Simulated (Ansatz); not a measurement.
Write a Python script for the Ansatz DFT code, driven from Python that makes the interaction energy of a dimer with the counterpoise correction of BrF. Settings (for the species named): PBE, def2-SVP basis, multiplicity 1.

```yaml
atoms:
  - { symbol: Br, position_ang: [0.0000, 0.0000, 0.0000] }
  - { symbol: F, position_ang: [0.0000, 0.0000, 1.7300] }
```

`dimer_brf.py`:
```python
# -*- coding: utf-8 -*-
import ansatz as az

FIRST = [
    ("Br", (0.0, 0.0, -0.865)),
    ("F", (0.0, 0.0, 0.865)),
]
SECOND = [
    ("Br", (-0.6988, 1.6486, 2.8307)),
    ("F", (-0.7387, 0.0268, 3.4316)),
]

def energy(atoms, ghosts=()):
    molecule = az.Crystal.molecule()
    for symbol, xyz in atoms:
        molecule = molecule.atom(symbol, xyz)
    calc = (
        molecule.calculation()
        .basis(gaussian="def2-SVP")
        .functional("pbe")
    )
    deck = calc.input()
    if ghosts:
        deck = deck.set(az.key.basis.gaussian.ghost_atoms, [{"symbol": s, "position_ang": list(xyz)} for s, xyz in ghosts])
    return az.Session.from_dict(deck).plan().execute().report["free_energy_ev"]


def main():
    both = energy(FIRST + SECOND)
    alone = energy(FIRST) + energy(SECOND)
    ghosted = energy(FIRST, SECOND) + energy(SECOND, FIRST)
    print(f"dimer {both:.6f} eV")
    print(f"interaction, uncorrected   {23.060548 * (both - alone):8.3f} kcal/mol")
    print(f"interaction, counterpoise  {23.060548 * (both - ghosted):8.3f} kcal/mol")
    print(f"basis-set superposition    {23.060548 * (alone - ghosted):8.3f} kcal/mol")


if __name__ == "__main__":
    main()
```

```console
$ python dimer_brf.py
dimer -145475.021826 eV
interaction, uncorrected      2.316 kcal/mol
interaction, counterpoise     4.400 kcal/mol
basis-set superposition       2.084 kcal/mol
```

Uncorrected it is 2.316 kcal/mol, with the counterpoise correction 4.400 kcal/mol; the difference, 2.08 kcal/mol, is the superposition error. In this basis both values are repulsive.

Reading the output:
- Total energies depend on the basis set; only differences at equal settings carry meaning.
- The dimer is a generated trial pose of unrelaxed monomers, not a minimum, so the figure is no binding energy, and the basis set is small.
- This level lacks the dispersion part of the attraction (electrostatics and induction are there), which can decide the sign where the interaction is weak.
- The spin state was assumed, and another may lie lower.
- Hardware and time: 4.9 s on 1 thread of Arm Neoverse V2, on a shared host, peak memory 0.18 GiB.

(A comment or docstring line of the script was reworded after the run, the code is as it ran; lines on the test bed's own set-up are left out of the output.)
